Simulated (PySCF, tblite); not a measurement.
**C₆H₇FSSi: geometry, infrared bands and NMR shifts**

What infrared bands and NMR shifts should C₆H₇FSSi (`C#CC1=CS[C@H](F)C[SiH2]1`) show?

Programs: tblite 0.8.0 and PySCF 2.14.0, with density-fitted response routines of our own. Each step states its level of theory. These are calculated values for one molecule in the gas phase, unless marked as measured. Atoms count from 0, in the outputs and in this text.

### 1 The starting structure

16 atoms, charge 0, multiplicity 1; geometry from: force field or distance geometry start.

Bonds of the start (Å): C0–C1 1.23, C1–C2 1.42, C2–C3 1.35, C3–S4 1.77, S4–C5 1.79, C5–F6 1.38, C5–C7 1.51, C7–Si8 1.87, Si8–C2 1.86, C0–H9 1.04, C3–H10 1.07, C5–H11 1.11, C7–H12 1.11, C7–H13 1.13, Si8–H14 1.44, Si8–H15 1.49.

### 2 Geometry optimisation with GFN2-xTB

The job: settings as JSON, then the geometry in Å.

```
{"job": {"kind": "relax", "xc": "GFN2-xTB", "basis": "xTB"}, "charge": 0, "multiplicity": 1}
C      3.643700    -0.581100    -0.397800
C      2.496000    -0.177400    -0.246800
C      1.166100     0.281000    -0.028400
C      0.718900     1.443900    -0.552500
S     -0.957800     1.920100    -0.224500
C     -2.150100     0.578900    -0.223100
F     -2.880500     0.711600     0.946000
C     -1.539500    -0.798800    -0.185100
Si    -0.068700    -0.692500     0.968900
H      4.617400    -0.932700    -0.533000
H      1.412700     2.016700    -1.129000
H     -2.900900     0.660400    -1.032200
H     -2.319900    -1.507800     0.155700
H     -1.172200    -1.078100    -1.215100
H      0.424300    -1.986500     1.368600
H     -0.497100     0.151400     2.119500
```

On the command line:

```
OMP_NUM_THREADS=1 python probes_run.py task.json out
```

The driver reads the jobs from task.json and runs them one after another.

**Question.** This job is followed by: GFN2-xTB harmonic vibrations, gas phase; GIAO PBE0/pcSseg-1 NMR shielding, non-relativistic, gas phase. What will the session give for the following? strongest single infrared mode (GFN2-xTB); zero-point energy (GFN2-xTB); 13C shifts against TMS (PBE0/pcSseg-1); 1H shifts against TMS (PBE0/pcSseg-1); 33S shifts against CS2 (PBE0/pcSseg-1); 19F shifts against CFCl3 (PBE0/pcSseg-1); 29Si shifts against TMS (PBE0/pcSseg-1).

The runs gave:

| quantity | value |
| --- | --- |
| strongest single infrared mode (GFN2-xTB) | 2267 cm⁻¹, 353 km/mol |
| zero-point energy (GFN2-xTB) | 65.7 kcal/mol |
| 13C shifts against TMS (PBE0/pcSseg-1) | 156.8, 110.0, 99.8, 89.1, 88.4, 18.4 ppm |
| 1H shifts against TMS (PBE0/pcSseg-1) | 7.48, 6.27, 4.64, 4.27, 2.93, 1.78, 1.37 ppm |
| 33S shifts against CS2 (PBE0/pcSseg-1) | 137 ppm |
| 19F shifts against CFCl3 (PBE0/pcSseg-1) | -173.8 ppm |
| 29Si shifts against TMS (PBE0/pcSseg-1) | -64.4 ppm |

**Reading.** Relaxing lowered the energy by 0.651 eV in 95 steps; the close pair that moved most is C7–H13, from 1.129 to 1.089 Å. No mode is imaginary among the 42: a minimum at this level. The strongest single mode, at 2267 cm⁻¹, moves mainly H14. Unscaled tight-binding wavenumbers are off by several per cent, some by more. Its intensities can rank the bands wrongly. The most deshielded hydrogen is H10 (hydrogen on an alkene CH), at 7.48 ppm: attached to an sp2 carbon and in the plane of the double bond.
